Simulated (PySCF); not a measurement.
# CH8B2N2: the cost of one run

Programs: PySCF 2.14.0, with density-fitted response routines of our own. Each step states its level of theory. These are calculated values for one molecule in the gas phase, unless marked as measured. Atoms are numbered from 0 throughout.

### 1 The molecule as given

13 atoms, charge 0, multiplicity 1; geometry from: GFN2-xTB. The atoms were then displaced at random by about 0.01 Å, so the start is not that level's minimum.

Bonds of the start (Å): B0–N1 1.36, N1–C2 1.46, N1–B3 1.48, B3–N4 1.38, B0–H5 1.19, B0–H6 1.19, C2–H7 1.11, C2–H8 1.07, C2–H9 1.08, B3–H10 1.15, N4–H11 1.00, N4–H12 0.98.

### 2 Optimising the geometry at PBE0-D3(BJ)/def2-SVP

The job: settings as JSON, then the geometry in Å.

```
{"job": {"xc": "PBE0", "basis": "def2-SVP", "d3": "d3bj", "grid": 1, "shake": 0.01, "kind": "geom"}, "charge": 0, "multiplicity": 1}
B     -1.180580     1.447260     0.259370
N     -0.376000     0.361150     0.072730
C     -0.938510    -0.981900     0.171910
B      1.073030     0.493260    -0.215560
N      1.845970    -0.633750    -0.396920
H     -2.344100     1.318120     0.490660
H     -0.744660     2.547880     0.168700
H     -0.406630    -1.530030     0.975750
H     -0.785960    -1.521760    -0.737260
H     -1.985710    -0.939240     0.412170
H      1.512820     1.548980    -0.289940
H      1.532770    -1.577320    -0.330920
H      2.803380    -0.549540    -0.591020
```

Launch:

```bash
OMP_NUM_THREADS=1 python probes_run.py task.json out
```

The driver reads the jobs from task.json and runs them one after another.

**Question.** How long does this first job take on 1 thread of Arm Neoverse N1, shared host, and how much memory does it need?

About 33 s, with a peak of 0.46 GiB.
